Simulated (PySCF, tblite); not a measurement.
# C4H10GaNO2: geometry, infrared bands and NMR shifts

Aim: predict the infrared bands and NMR shifts of C4H10GaNO2 (`C[C@@]1([GaH2-][NH3+])CC(=O)O1`).

Programs: tblite 0.8.0 and PySCF 2.14.0, with density-fitted response routines of our own. Each step states its level of theory. These are calculated values for one molecule in the gas phase, unless marked as measured. Atoms count from 0, in the outputs and in this text.

### Step 1. The starting structure

18 atoms, charge 0, multiplicity 1; geometry from: force field or distance geometry start.

Bonds of the start (Å): C0–C1 1.51, C1–Ga2 1.96, Ga2–N3 1.89, C1–C4 1.51, C4–C5 1.45, C5–O6 1.29, C5–O7 1.38, O7–C1 1.43, C0–H8 1.12, C0–H9 1.13, C0–H10 1.10, Ga2–H11 1.61, Ga2–H12 1.63, N3–H13 1.04, N3–H14 1.04, N3–H15 1.07, C4–H16 1.10, C4–H17 1.12.

### Step 2. Relaxing the molecule with GFN2-xTB

What the job is given:

```
{"job": {"kind": "relax", "xc": "GFN2-xTB", "basis": "xTB"}, "charge": 0, "multiplicity": 1}
C      1.133500     1.412700    -0.188700
C      0.524000     0.044600    -0.023900
Ga    -1.344500    -0.173400    -0.569400
N     -2.634500     0.112400     0.781500
C      1.337600    -1.109200    -0.545500
C      2.081500    -0.868600     0.681300
O      3.306500    -0.991900     1.050000
O      0.900700    -0.444200     1.264700
H      2.156800     1.443300     0.261100
H      0.538400     2.154500     0.412800
H      1.218400     1.694000    -1.249900
H     -1.621800    -1.611800    -1.229800
H     -1.634300     0.910800    -1.748600
H     -3.510600     0.428700     0.314600
H     -2.275700     0.817900     1.451300
H     -2.769200    -0.813700     1.293300
H      1.858400    -0.960200    -1.503900
H      0.726000    -2.039700    -0.462800
```

Launch:

```bash
$ OMP_NUM_THREADS=1 python probes_run.py task.json out
```

This one command runs all jobs of the session in turn.

The program printed:

```text
step      E/eV     max force
  0    -702.67333    6.232
  1    -703.14670    8.879
  2    -703.56023    1.786
  3    -703.70219    1.087
  4    -703.80137    0.529
  5    -703.83249    0.730
  6    -703.88783    0.712
  7    -703.91417    0.457
  8    -703.93930    0.378
  9    -703.95775    0.442
 10    -703.98701    0.532
 11    -704.02635    0.580
 12    -704.07667    0.614
 13    -704.12291    0.537
 14    -704.16215    0.614
 15    -704.20369    0.558
 16    -704.24583    0.586
 17    -704.28041    0.612
 18    -704.30801    0.391
 19    -704.32487    1.224
 20    -704.34116    0.652
 21    -704.35456    0.323
 22    -704.36765    0.312
 23    -704.37753    0.317
 24    -704.39927    0.341
 25    -704.42247    0.359
 26    -704.44136    0.278
 27    -704.45189    0.495
 28    -704.45751    0.475
 29    -704.46967    0.242
 30    -704.47982    0.210
 31    -704.48914    0.203
 32    -704.49431    0.243
 33    -704.50053    0.224
 34    -704.50593    0.260
 35    -704.51192    0.188
 36    -704.51480    0.161
 37    -704.51850    0.157
 38    -704.52305    0.174
 39    -704.52824    0.196
 40    -704.53247    0.151
 41    -704.53573    0.132
 42    -704.53909    0.142
 43    -704.54377    0.164
 44    -704.54996    0.192
 45    -704.55639    0.188
 46    -704.56211    0.215
 47    -704.56836    0.252
 48    -704.57593    0.391
 49    -704.58695    0.308
 50    -704.60296    0.214
 51    -704.61274    0.237
 52    -704.62070    0.238
 53    -704.62943    0.202
 54    -704.63663    0.186
 55    -704.64200    0.158
 56    -704.64699    0.203
 57    -704.65059    0.281
 58    -704.65469    0.230
 59    -704.65899    0.149
 60    -704.66270    0.100
 61    -704.66432    0.112
 62    -704.66656    0.119
 63    -704.66802    0.091
 64    -704.66893    0.079
 65    -704.66953    0.062
 66    -704.67020    0.059
 67    -704.67076    0.055
 68    -704.67115    0.067
 69    -704.67150    0.076
 70    -704.67190    0.072
 71    -704.67236    0.060
 72    -704.67283    0.053
 73    -704.67334    0.057
 74    -704.67390    0.050
 75    -704.67444    0.051
 76    -704.67481    0.032
 77    -704.67503    0.030
 78    -704.67521    0.030
 79    -704.67544    0.029
 80    -704.67569    0.034
 81    -704.67591    0.030
 82    -704.67607    0.029
 83    -704.67621    0.033
 84    -704.67635    0.027
 85    -704.67649    0.028
 86    -704.67662    0.026
 87    -704.67673    0.024
 88    -704.67687    0.030
 89    -704.67703    0.029
 90    -704.67717    0.027
 91    -704.67728    0.025
 92    -704.67739    0.024
 93    -704.67751    0.029
 94    -704.67765    0.025
 95    -704.67776    0.018
 96    -704.67783    0.018
 97    -704.67789    0.020
 98    -704.67795    0.022
 99    -704.67801    0.022
100    -704.67807    0.020
101    -704.67814    0.022
102    -704.67822    0.023
103    -704.67834    0.023
104    -704.67848    0.028
105    -704.67861    0.024
106    -704.67868    0.017
107    -704.67873    0.017
108    -704.67877    0.015
109    -704.67882    0.016
110    -704.67887    0.013
111    -704.67892    0.014
112    -704.67895    0.013
113    -704.67898    0.013
114    -704.67902    0.014
115    -704.67906    0.013
116    -704.67909    0.012
117    -704.67911    0.009
```

Wall time 1 s (1 thread of Intel Xeon at 2.70GHz, shared host).

Along the way: (not every step is listed)

```
step  energy from step 0 (eV)  largest force (eV/Å)
   0                   0.0000                6.2324
   1                  -0.4734                8.8792
   2                  -0.8869                1.7861
   3                  -1.0289                1.0868
   4                  -1.1280                0.5285
   5                  -1.1592                0.7296
   6                  -1.2145                0.7124
   7                  -1.2408                0.4575
   8                  -1.2660                0.3782
  18                  -1.6347                0.3910
  28                  -1.7842                0.4748
  38                  -1.8497                0.1743
  48                  -1.9026                0.3906
  58                  -1.9814                0.2298
  68                  -1.9978                0.0672
  78                  -2.0019                0.0299
  88                  -2.0035                0.0300
  98                  -2.0046                0.0222
 108                  -2.0054                0.0152
 112                  -2.0056                0.0133
 113                  -2.0057                0.0132
 114                  -2.0057                0.0143
 115                  -2.0057                0.0134
 116                  -2.0058                0.0117
 117                  -2.0058                0.0086
```

Distances of close pairs at the start and the end, largest changes first:

```
   bond  before (Å)  after (Å)  change (Å)
 Ga2–N3       1.890      2.138      +0.249
  C5–O6       1.285      1.193      -0.092
 C1–Ga2       1.959      2.042      +0.084
Ga2–H12       1.628      1.558      -0.070
  C1–O7       1.429      1.499      +0.070
Ga2–H11       1.607      1.552      -0.055
  C4–C5       1.455      1.505      +0.050
 N3–H15       1.067      1.021      -0.046
```

The next job starts from the end point, and lists it.

### Step 3. Infrared spectrum with GFN2-xTB

What the job is given:

```
{"job": {"kind": "ir", "xc": "GFN2-xTB", "basis": "xTB"}, "charge": 0, "multiplicity": 1}
C      1.116482     1.578916    -0.491882
C      0.595924     0.158783    -0.408903
Ga    -1.355602    -0.232844    -0.867068
N     -2.300822     0.063200     1.027838
C      1.668373    -0.932152    -0.584444
C      1.387716    -1.234370     0.862434
O      1.751927    -2.034113     1.669521
O      0.466630    -0.259340     1.024348
H      1.974134     1.732557     0.165075
H      0.328127     2.281453    -0.213104
H      1.408815     1.783222    -1.521389
H     -1.679736    -1.737409    -1.064828
H     -2.153179     0.847955    -1.655559
H     -3.320073     0.066227     1.003935
H     -1.987827     0.942290     1.440950
H     -1.994289    -0.682016     1.654752
H      2.677808    -0.583922    -0.795766
H      1.406831    -1.752119    -1.257567
```

The program printed:

```text
mode    cm-1     km/mol
  1      28.9     16.48
  2      59.3      2.05
  3      83.5      4.76
  4     117.1      5.33
  5     123.5      2.27
  6     149.3     11.37
  7     190.8      0.84
  8     254.2      2.33
  9     298.6     42.10
 10     308.8      6.08
 11     328.9      5.41
 12     416.0     52.03
 13     426.1     65.03
 14     474.3     61.51
 15     495.3      7.67
 16     521.1      8.35
 17     547.4     88.97
 18     588.5    315.10
 19     680.3    480.05
 20     718.9      5.56
 21     850.0     61.91
 22     873.9     10.11
 23     920.1      4.27
 24    1002.4      8.79
 25    1003.1      7.20
 26    1051.9     41.94
 27    1112.6    211.85
 28    1160.9     90.82
 29    1172.3      8.99
 30    1204.6      9.69
 31    1237.8    245.36
 32    1389.2      3.91
 33    1404.0     12.35
 34    1463.7     32.98
 35    1469.0      5.84
 36    1475.7     41.25
 37    1480.3      6.24
 38    1662.6    249.98
 39    1725.0    650.42
 40    1856.3    785.77
 41    2953.4      7.39
 42    2971.8     30.30
 43    2983.5     37.28
 44    3000.9     14.61
 45    3012.0     17.31
 46    3331.7     34.21
 47    3338.3     24.53
 48    3355.5     15.10
```

Run time: 1 s. Hardware: 1 thread of Intel Xeon at 2.70GHz, shared host.

Which atoms move in the most intense modes:

```
cm⁻¹  km/mol                                  atoms
 588   315.1                     H12 54 %, H11 29 %
 680   480.1                     H11 49 %, H12 46 %
1113   211.8                       C5 39 %, O7 26 %
1161    90.8    C4 20 %, C5 17 %, C1 15 %, H17 15 %
1238   245.4  H15 29 %, H14 28 %, H13 27 %, N3 15 %
1663   250.0                     H12 68 %, H11 31 %
1725   650.4                     H11 67 %, H12 31 %
1856   785.8                       C5 65 %, O6 34 %
```

### Step 4. Shielding tensors: PBE0/pcSseg-1

Settings changed since step 3:

```diff
@@ -1,2 +1,2 @@
-{"job": {"kind": "ir", "xc": "GFN2-xTB", "basis": "xTB"}, "charge": 0, "multiplicity": 1}
+{"job": {"kind": "nmr", "xc": "PBE0", "basis": "pcSseg-1"}, "charge": 0, "multiplicity": 1}
 C      1.116482     1.578916    -0.491882
```

Method: GIAO PBE0/pcSseg-1 NMR shielding, non-relativistic, gas phase.

The program printed:

```text
coarse grid: 68336 points
cycle   1  E = -2287.3851608316  dE =  5.448e-01  |g| = 1.276e+00  |ddm| = 3.860e+00
cycle   2  E = -2287.0261820867  dE =  3.590e-01  |g| = 1.911e+00  |ddm| = 2.068e+00
cycle   3  E = -2287.5671039544  dE = -5.409e-01  |g| = 3.912e-01  |ddm| = 1.610e+00
cycle   4  E = -2287.5933502667  dE = -2.625e-02  |g| = 1.182e-01  |ddm| = 3.257e-01
cycle   5  E = -2287.5952314601  dE = -1.881e-03  |g| = 4.653e-02  |ddm| = 9.340e-02
cycle   6  E = -2287.5956184860  dE = -3.870e-04  |g| = 1.007e-02  |ddm| = 3.433e-02
cycle   7  E = -2287.5956340113  dE = -1.553e-05  |g| = 2.453e-03  |ddm| = 8.370e-03
cycle   8  E = -2287.5956351488  dE = -1.137e-06  |g| = 6.089e-04  |ddm| = 2.163e-03
final grid: 145256 points
cycle   9  E = -2287.5956662996  dE =  2.260e-08  |g| = 9.888e-04  |ddm| = 2.541e-03
cycle  10  E = -2287.5956657974  dE =  5.021e-07  |g| = 1.941e-03  |ddm| = 1.895e-03
cycle  11  E = -2287.5956664845  dE = -6.871e-07  |g| = 2.089e-04  |ddm| = 1.284e-03
cycle  12  E = -2287.5956664940  dE = -9.501e-09  |g| = 2.175e-05  |ddm| = 1.805e-04
cycle  13  E = -2287.5956664941  dE = -8.004e-11  |g| = 7.270e-06  |ddm| = 2.138e-05
converged SCF energy = -2287.5956664941

GIAO shielding tensors (ppm)
atom      isotropic    diamagn.    paramagn.     s11        s22        s33       span
  0 C      157.065     246.168     -89.103    139.277    150.203    181.713     42.436
  1 C      112.655     253.332    -140.677     64.947    113.363    159.655     94.708
  2 Ga    1481.318    2637.940   -1156.623   1403.003   1497.061   1543.889    140.886
  3 N      237.475     318.053     -80.578    221.533    233.817    257.075     35.543
  4 C      136.121     258.568    -122.447    108.381    133.263    166.718     58.337
  5 C       13.336     250.738    -237.402    -95.019     60.484     74.543    169.563
  6 O     -104.060     397.484    -501.544   -340.846   -185.324    213.992    554.838
  7 O       24.605     407.509    -382.904   -155.206     75.587    153.434    308.640
  8 H       30.217      30.476      -0.259     26.583     28.239     35.830      9.248
  9 H       29.688      30.856      -1.168     24.433     29.633     34.997     10.564
 10 H       30.063      29.814       0.249     26.669     27.094     36.426      9.758
 11 H       27.322      29.552      -2.230     21.422     22.762     37.781     16.359
 12 H       27.182      29.192      -2.010     21.124     22.543     37.879     16.755
 13 H       29.948      28.320       1.629     23.356     24.762     41.727     18.371
 14 H       29.631      31.580      -1.949     22.960     27.208     38.725     15.765
 15 H       29.080      31.277      -2.197     21.925     26.782     38.533     16.609
 16 H       28.795      31.496      -2.702     25.643     27.452     33.289      7.646
 17 H       28.033      31.338      -3.305     24.427     27.123     32.549      8.123
```

It took 76 s on 1 thread of Intel Xeon at 2.70GHz, shared host; peak memory 1 GiB.

The references, computed at this level on geometries of the same kind, shield at (ppm): ¹H TMS 31.72, ¹³C TMS 186.9, ¹⁵N NH3 267.7, ¹⁷O H2O 336.1. Their shielding less the atom's gives the shift. The references are single molecules in the gas phase, so shifts against H2O, NH3, PH3, H3PO4 or CFCl3 are not on the usual liquid scales and can be off by tens of ppm. Atoms listed in one row are averaged.

```
        atoms                                      environment  σ (ppm)  δ (ppm)
           C5                            ester carbonyl carbon     13.3    173.6
           C1  fully substituted sp3 carbon bonded to Ga and O    112.7     74.3
           C4                          sp3 CH2 α to a carbonyl    136.1     50.8
           C0                                    methyl carbon    157.1     29.9
          H12                  hydrogen on a Ga bonded to C, N    27.18     4.53
          H11                  hydrogen on a Ga bonded to C, N    27.32     4.40
          H17           hydrogen on an sp3 CH2 α to a carbonyl    28.03     3.68
          H16           hydrogen on an sp3 CH2 α to a carbonyl    28.79     2.92
H13, H14, H15   hydrogen on a donor nitrogen of a Lewis adduct    29.55     2.16
  H8, H9, H10                      hydrogen on a methyl carbon    29.99     1.73
          Ga2                           Ga bonded to C, N, 2 H     1481        –
           N3                 donor nitrogen of a Lewis adduct    237.5     30.3
           O6                            ester carbonyl oxygen   -104.1    440.1
           O7                              ester alkoxy oxygen     24.6    311.5
```

Charges from the same density, by scheme (e):

```
atoms  Mulliken    IAO  Hirshfeld  ESP fit
   C0     -0.12  -0.42      -0.13    -0.68
   C1     -0.51  -0.04      -0.03     0.39
  Ga2      0.60   0.38       0.27     0.41
   N3     -0.49  -0.58      -0.17    -0.51
   C4     -0.20  -0.35      -0.09    -0.57
   C5      0.46   0.54       0.19     0.71
   O6     -0.37  -0.44      -0.28    -0.52
   O7     -0.46  -0.39      -0.13    -0.43
```

Mayer bond orders: C0–C1 1.05, C1–Ga2 0.60, Ga2–N3 0.33, C1–C4 1.00, C4–C5 1.01, C5–O6 2.06, C5–O7 1.08, O7–C1 0.75.

Ring of atoms C1, C4, C5, O7: NICS(0) -3.6, NICS(1) -1.9, NICS(1)zz -1.2 ppm (means of both faces).

Orbitals, density, ELF and potential are computed afterwards from the orbital file.

Frontier orbitals at PBE0/pcSseg-1, with the share of their density that lies nearest to each atom:

```
orbital  energy (eV)                                       lies on
   HOMO        -6.93                    C1 33 %; O7 15 %; Ga2 13 %
   LUMO         0.03  H13, H14 about 21 % each; H15 14 %; Ga2 11 %
```

ELF in a plane through or near 5 of the atoms.

Ten even steps from '0' (0.00) to '9' (0.99):
```
0000000000000000000000000000
0000000000000000000000000000
0000000000100000000000000000
0000000035543100000000000000
0000000368875200000000000000
0000000136775100000000000000
0000000014545200006740000000
0000000026346664039970000000
0000004435536785038877850000
0000016731127851056559991000
0000002200145520058569980000
0000000013577310014522410000
0000000157425520000000000000
0000000036529994000000000000
0000000013569996000000000000
0000000001126992000000000000
0000000000000100000000000000
0000000000000000000000000000
0000000000000000000000000000
0000000000000000000000000000
```
The map spans 12.1 Å across and 10.4 Å up, centred on the molecule. Atoms in the plane (x, y in Å): C0 (-1.1, -1.6), N3 (2.5, 0.2), C5 (-1.2, 1.5), H9 (-0.3, -2.2), H13 (3.5, 0.2).

log10 of the density (e/Å³) in the same plane.

Values, 10 rows by 14 columns:
```
-4.0 -4.0 -4.0 -4.0 -4.0 -4.0 -4.0 -4.0 -4.0 -4.0 -4.0 -4.0 -4.0 -4.0
-4.0 -4.0 -4.0 -4.0 -2.5 -2.0 -2.4 -3.6 -4.0 -4.0 -4.0 -4.0 -4.0 -4.0
-4.0 -4.0 -4.0 -2.8 -1.0  0.0 -0.8 -2.0 -3.5 -3.6 -3.8 -4.0 -4.0 -4.0
-4.0 -4.0 -3.8 -2.5 -0.9  0.2 -0.2 -1.3 -2.1 -1.4 -1.6 -2.9 -4.0 -4.0
-4.0 -4.0 -3.0 -1.7 -0.7 -0.1  0.3  0.2 -1.1  0.1  0.1 -1.0 -2.6 -4.0
-4.0 -4.0 -3.2 -1.8 -1.2 -0.6  0.0 -0.5 -1.1  0.1  0.2 -0.7 -2.4 -4.0
-4.0 -4.0 -3.8 -2.5 -0.8  0.2  0.1 -0.9 -1.8 -1.6 -1.8 -2.6 -3.9 -4.0
-4.0 -4.0 -4.0 -2.7 -1.3 -0.4 -0.1 -0.7 -2.2 -2.7 -3.1 -4.0 -4.0 -4.0
-4.0 -4.0 -4.0 -3.9 -2.7 -2.3 -2.1 -2.4 -3.3 -3.9 -4.0 -4.0 -4.0 -4.0
-4.0 -4.0 -4.0 -4.0 -4.0 -4.0 -3.9 -4.0 -4.0 -4.0 -4.0 -4.0 -4.0 -4.0
```
The map spans 12.1 Å across and 10.4 Å up, centred on the molecule. Atoms in the plane (x, y in Å): C0 (-1.1, -1.6), N3 (2.5, 0.2), C5 (-1.2, 1.5), H9 (-0.3, -2.2), H13 (3.5, 0.2).

On the surface of density 0.002 e/bohr³ the electrostatic potential runs, from the 1st to the 99th percentile, from -1.84 V near O6 to 2.43 V near H13.

### Step 5. Outcome

```
                                                              quantity                                   value
                             strongest single infrared mode (GFN2-xTB)                   1856 cm⁻¹, 786 km/mol
                                          zero-point energy (GFN2-xTB)                           81.9 kcal/mol
                                ¹³C shifts against TMS (PBE0/pcSseg-1)             173.6, 74.3, 50.8, 29.9 ppm
¹H shifts against TMS (PBE0/pcSseg-1, means over atoms taken as alike)  4.53, 4.40, 3.68, 2.92, 2.16, 1.73 ppm
                                ¹⁵N shifts against NH3 (PBE0/pcSseg-1)                                30.3 ppm
                                ¹⁷O shifts against H2O (PBE0/pcSseg-1)                        440.1, 311.5 ppm
                                      shieldings of Ga (PBE0/pcSseg-1)                          Ga2 1481.3 ppm
                                 surface potential, 1st and 99th percentile                      -1.84 V and 2.43 V
```

**Reading.** Over 117 steps the energy fell by 2.006 eV; of the close pairs, Ga2–N3 changed most, 1.890 to 2.138 Å. All 48 modes are real, so the xTB geometry is a minimum. The strongest single mode, at 1856 cm⁻¹, moves mainly C5 and O6. GFN2-xTB is a fitted tight-binding method: band positions and strengths are rough. Its intensities can rank the bands wrongly. The most deshielded carbon is C5 (ester carbonyl carbon), at 173.6 ppm: it is a carbonyl in resonance with an O or N lone pair, the region of acids, esters and amides. At PBE0/pcSseg-1: The largest span, 555 ppm, is at O6, where the paramagnetic term is -502 ppm. Spin-orbit coupling is left out, which matters for shieldings and couplings at and beside the heavy atoms.
